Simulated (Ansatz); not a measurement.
**Tantalum, omega (AlB2-type) under BLYP: ground state and equation of state**

What does BLYP give for tantalum in the omega (AlB2-type) structure? We relax it, solve it on a dense k-mesh, then scale the cell to 7 volumes from 88 to 112 % of the relaxed one and try a fit of the equation of state. Spin polarisation is left out. The k-meshes are 8×8×11 for the relaxation; 10×10×15 for the dense run; 8×8×13 for the volumes.

Method: DFT BLYP, plane waves (420 eV) with PAW, scalar-relativistic; PBE-made PAW files, in Ansatz 0.2.0.

## Step 1: The starting structure

It takes space group P6/mmm (No. 191, hexagonal). The conventional cell has a = 4.674 Å, b = 4.674 Å, c = 2.865 Å, α = 90.00°, β = 90.00°, γ = 120.00°. Around Ta (site symmetry 6/mmm) lie 14 Ta at 2.86 to 3.05 Å. Ta (site symmetry -6m2) has 11 Ta at 2.70 to 3.05 Å as nearest neighbours.

As a file:

```
Ta
1.0
     4.67351    0.00000    0.00000
    -2.33676    4.04738    0.00000
     0.00000    0.00000    2.86486
Ta
3
Direct
  0.00000 0.00000 0.00000
  0.33333 0.66667 0.50000
  0.66667 0.33333 0.50000
```

## Step 2: Relaxing cell and atoms

The input, input.yaml:

```yaml
crystal:
  lattice:
    - [4.6735112553, 0.0, 0.0]
    - [-2.3367556276, 4.047379472, 0.0]
    - [0.0, 0.0, 2.8648623995]
  atoms:
    - { symbol: Ta, position: [0.0, 0.0, 0.0] }
    - { symbol: Ta, position: [0.3333333333, 0.6666666667, 0.5] }
    - { symbol: Ta, position: [0.6666666667, 0.3333333333, 0.5] }
hamiltonian:
  xc: blyp
  pseudopotentials:
    kind: paw
    azcp:
      Ta: "pseudopotentials/Ta.paw.azcp"
basis:
  ecutwfc: 420
  fft_grid_basis: typed
kpoints:
  mp_grid: { grid: [8, 8, 11], shift: [0, 0, 0] }
magnetization:
  spin_polarized: false
scf:
  occupations: { method: fermi_dirac, width: 0.1 }
relax:
  max_steps: 60
  f_tol: 0.01
  cell: {}
```

Further steps of the session: The energy on a finer k-mesh; Equation of state: 88 %; Equation of state: 92 %; Equation of state: 96 %; Equation of state: 100 %; Equation of state: 104 %; Equation of state: 108 %; Equation of state: 112 %.

What does the calculation give? Wanted: space group; conventional cell; volume; shortest distance; gap on the mesh; relative to bcc; V₀, B₀, B₀′.

As calculated:

| quantity | value |
| --- | --- |
| space group (spins left aside) | P6/mmm (No. 191) |
| conventional cell | a = 4.922 Å, c = 2.754 Å (c/a = 0.560) |
| volume | 19.257 Å³/atom |
| shortest distance | 2.754 Å |
| gap on the mesh | none (levels filled in part) |
| relative to bcc | +201 meV/atom |
| V₀, B₀, B₀′ | 19.228 Å³/atom, 172 GPa, 3.9 |

The relaxation enlarged the cell by 6.6 % in volume. Against the reference form of tantalum (bcc, computed apart with the same settings) it stands 201 meV/atom higher. Levels at the Fermi energy are filled in part, as in a metal. The fitted modulus is 172 GPa; letting shape and positions relax at each volume could only lower it. The symmetry was held, so the structure may be unstable against distortions that break it.
